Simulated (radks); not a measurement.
# In⁺ in [Kr] 4d10 5s1 6s1: an all-electron calculation

Aim: the levels, the sizes of the orbitals and the parts of the energy of the indium ion In+.

Method: scalar-relativistic Kohn-Sham, Wu-Cohen GGA, spin-polarised, spherical densities, finite nucleus; open shells are filled with parallel spins first. Code: radks (a radial shooting solver on a logarithmic mesh, Libxc functionals) version 1.

### Step 1. What is computed

```
element            : indium (Z = 49)
charge             : +1
electrons          : 48
configuration      : [Kr] 4d10 5s1 6s1
nuclear rms radius : 4.6156 fm
```

Outer shells as boxes (Hund's rule):

In⁺
```
[Kr] core
4d [↑↓][↑↓][↑↓][↑↓][↑↓]
5s [↑ ]
6s [↑ ]
```

### Step 2. The run

Input:

```text
Z 49
configuration [Kr] 4d10 5s1 6s1
relativity scalar-relativistic
functional wc,pbe
spin polarised
nucleus finite rms 4.6156 fm
c 137.035999084
```

On the command line:

```bash
python run_ks.py task.json out
```

All runs below come from this command, one after another.

**Question.** What will this run give?

As calculated:

| quantity | value |
| --- | --- |
| total energy | -5880.14006 hartree |
| exchange-correlation share of it | 2.69 % |
| −T/E | 1.0422 |
| highest occupied level | 6s up, -5.943 eV |
| most extended occupied level | 6s up, <r> = 5.77 bohr |
| radius at density 0.001 e/bohr³ | 4.00 bohr |
| maxima of the radial density | 5 |

**Reading.** 6 principal shells are occupied and 5 maxima appear in the radial density; where shells overlap, one shows as a shoulder or not at all. Relativity lifts −T/E to 1.042. This is not the tabulated ground configuration, so its levels and sizes aren't those of the ground state, and no measured value stands beside it.
